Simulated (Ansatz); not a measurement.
**CHGeP+ (doublet): wave-function methods side by side, cc-pVDZ**

The task here is to estimate one member of a computed series from the others.

Method: cc-pVDZ, core rule «outside noble gas», up to 20 orbitals frozen; program: Ansatz 0.2.0, Gaussian basis.

Plan: UHF; CCSD(T) on ROHF; CCSD(T) on UHF; BCCD(T) on ROHF; CISD as a restricted active space (open shells left free, so some higher excitations enter); CCSDT(Q) on ROHF; CCSDT(Q) on UHF.

4 further runs of the same task are left out: 4 set aside as unsound or not needed. Runs told in other sessions of the task aren't counted.

## What is computed

The geometry is a PBE0/def2-TZVP stationary point (not a proven minimum) of the parent state, kept for this charge and spin. No spin-orbit coupling is included. The filled d shell of Ge may be among the frozen orbitals whatever the setting's name suggests.

4 atoms, charge 1, spin multiplicity 2.

Atoms are counted from 1 here; the program's logs count them from 0.

Bond lengths: Ge1–C2 1.781 Å, C2–P3 1.638 Å, P3–H4 1.442 Å. Angles: Ge1–C2–P3 169.9°, C2–P3–H4 100.5°.

The first run:

File in.yaml:

```yaml
crystal:
  periodic: [false, false, false]
  atoms:
    - {symbol: Ge, position_ang: [0.000025, -0.311263, 2.256076]}
    - {symbol: C, position_ang: [-0.000208, -0.218751, 0.477203]}
    - {symbol: P, position_ang: [0.000039, -0.421831, -1.147945]}
    - {symbol: H, position_ang: [0.000144, 0.951846, -1.585334]}
basis:
  gaussian: {orbitals: cc-pVDZ}
total_charge: 1
magnetization: {spin_polarized: true, initial_magnetization: 1}
hamiltonian: {xc: hf}
output: {orbitals: {seedname: orbitals}}
```

On the command line:

```console
ansatz run in.yaml --threads 1 --pin off --events-out ev --progress --plain --max-ram 4096MiB --backend cpu
```

Among the steps run: UHF; CCSD(T) on ROHF; CCSD(T) on UHF; BCCD(T) on ROHF; CISD as a restricted active space (open shells left free, so some higher excitations enter); CCSDT(Q) on ROHF; CCSDT(Q) on UHF.

One of the session's tables, all rows but one given; the rest of the session is left out.

```
   method  from RCCSDT(Q) (meV)
     ROHF               +9088.7
      UHF               +8888.9
     RMP2               +1610.5
     UMP2                     ?
    RCCSD                +516.1
    UCCSD                +525.1
 RCCSD(T)                 +91.0
 UCCSD(T)                +117.6
  BCCD(T)                 +82.1
   RCCSDT                 +41.8
   UCCSDT                 +43.8
RCCSDT(Q)                     0
UCCSDT(Q)                  -3.7
```

**Question.** Estimate the row for UMP2.

The run gave: from RCCSDT(Q) (meV): +1853.9. In the column «from RCCSDT(Q) (meV)» it lies between RMP2 (+1610.5) and UHF (+8888.9).

Not comparable, so not listed: CISD as a restricted active space (open shells left free, so some higher excitations enter) (they don't share determinant, frozen orbitals or solution with the rows shown, or repeat one).

Caveats from the session: Restricted and unrestricted rows rest on different reference determinants; a gap between their highest levels can come from leftover correlation error, from unlike frozen cores or from another state.
